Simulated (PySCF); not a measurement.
# C2H11GeNOSi: the cost of one run

Programs: PySCF 2.14.0, with density-fitted response routines of our own. Each step states its level of theory. These are calculated values for one molecule, in the gas phase or a continuum, unless marked as measured. Atoms count from 0, in the outputs and in this text.

## (1) The molecule as given

17 atoms, charge 0, multiplicity 1; geometry from: GFN2-xTB. The atoms were then displaced at random by about 0.01 Å, so the start is not that level's minimum.

Bonds of the start (Å): C0–C1 1.51, C1–O2 1.39, O2–Ge3 1.80, Ge3–N4 1.79, N4–Si5 1.72, C0–H6 1.11, C0–H7 1.07, C0–H8 1.09, C1–H9 1.10, C1–H10 1.09, Ge3–H11 1.50, Ge3–H12 1.48, N4–H13 1.02, Si5–H14 1.46, Si5–H15 1.47, Si5–H16 1.46.

## (2) Relaxing the molecule at PBE0-D3(BJ)/def2-SVP

Job settings and geometry (Å):

```
{"job": {"xc": "PBE0", "basis": "def2-SVP", "d3": "d3bj", "grid": 1, "shake": 0.01, "kind": "geom"}, "charge": 0, "multiplicity": 1}
C     -1.666910     0.293400    -0.903100
C     -2.099700    -0.361490     0.390900
O     -1.132140    -0.274930     1.391320
Ge     0.592660    -0.794300     1.422760
N      1.715960     0.376660     0.667300
Si     2.207910     0.549700    -0.974380
H     -1.406730     1.353220    -0.719010
H     -0.810920    -0.186950    -1.340620
H     -2.513790     0.292790    -1.595740
H     -2.988020     0.127010     0.817080
H     -2.345950    -1.411790     0.206480
H      0.739110    -2.110640     0.720190
H      0.753510    -0.796480     2.894470
H      1.868230     1.206610     1.247890
H      1.330270     1.425390    -1.749050
H      3.565320     1.115100    -0.922120
H      2.174660    -0.791470    -1.544190
```

Run with:

```
$ OMP_NUM_THREADS=1 python probes_run.py task.json out
```

The driver reads the jobs from task.json and runs them one after another.

**Question.** How long does this first job take on 1 thread of AMD EPYC 7R43, shared host, and how much memory does it need?

About 5.9 min, with a peak of 0.67 GiB.
